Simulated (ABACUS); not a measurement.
Crystal: DyAgB4F16.

```
Dy Ag B F
1.0
     5.40539   -0.12478   -0.02960
     0.15132    6.87214    0.16225
     0.52959    1.25889    9.42097
Dy Ag B F
1 1 4 16
Direct
  0.51926 0.02752 0.47238
  0.00308 0.96247 0.98684
  0.98119 0.21513 0.31959
  0.55178 0.22688 0.79930
  0.47337 0.81347 0.22481
  0.99486 0.73882 0.66272
  0.19674 0.24063 0.39809
  0.91781 0.00730 0.35012
  0.01586 0.28058 0.17896
  0.77162 0.30239 0.38449
  0.47614 0.41013 0.81522
  0.80733 0.19785 0.81155
  0.42093 0.07423 0.88754
  0.50163 0.19842 0.64733
  0.25481 0.75420 0.17645
  0.46718 0.02640 0.22928
  0.49267 0.73816 0.37648
  0.68047 0.76644 0.14835
  0.00443 0.57478 0.60200
  0.19811 0.87672 0.59928
  0.00419 0.71679 0.80764
  0.76655 0.85071 0.62158
```

The cell was built by a generator and needn't be a form met in nature.

Base run:

| Property | Result |
| --- | --- |
| Program | ABACUS 3.10.1 |
| Functional | PBE |
| Potentials or basis | PseudoDojo NC SR 0.4.1 PBE standard, lanthanides 3+ (f in core) |
| Cutoff | 1143 eV |
| Density cutoff | 4572 eV |
| Basis | plane waves |
| k mesh | 5 × 4 × 3 |
| Occupations | fermi-dirac, width 0.05 eV |
| Spin | collinear spin, ferromagnetic start |
| Starting moments | [1.0, 1.0, 1.0, 1.0, 1.0, 1.0, 1.0, 1.0, 1.0, 1.0, 1.0, 1.0, 1.0, 1.0, 1.0, 1.0, 1.0, 1.0, 1.0, 1.0, 1.0, 1.0] μB |

Its results: band gap on the k mesh 4.16 eV, indirect (least direct gap 4.18 eV); net moment 0.00 μB per cell; largest force 0.089 eV/Å.

Task: The run is repeated on the same cell with these changes: cutoff from 1143 eV to 1361 eV; density cutoff from 4572 eV to 5442 eV; basis from plane waves to DZP LCAO (the cutoffs set its grid). What comes out?

Result: Band gap on the k mesh 4.35 eV, indirect (least direct gap 4.37 eV); net moment 0.00 μB per cell; largest force 0.963 eV/Å.

Caveats: the magnetic or orbital state may not be the lowest; all typed moments are zero, and the program then starts from 1 μB on every atom; spin-orbit coupling is left out, which moves the levels of the heavy elements; an odd mesh through Γ misses points on the zone boundary, where band edges often lie; the 4f electrons are frozen in the core as for a trivalent ion, so they carry no moment and show no levels; there are fewer bands than atomic start orbitals, so a level may be missed at k points of high symmetry (some runs).

Not every run made on this cell is shown here.
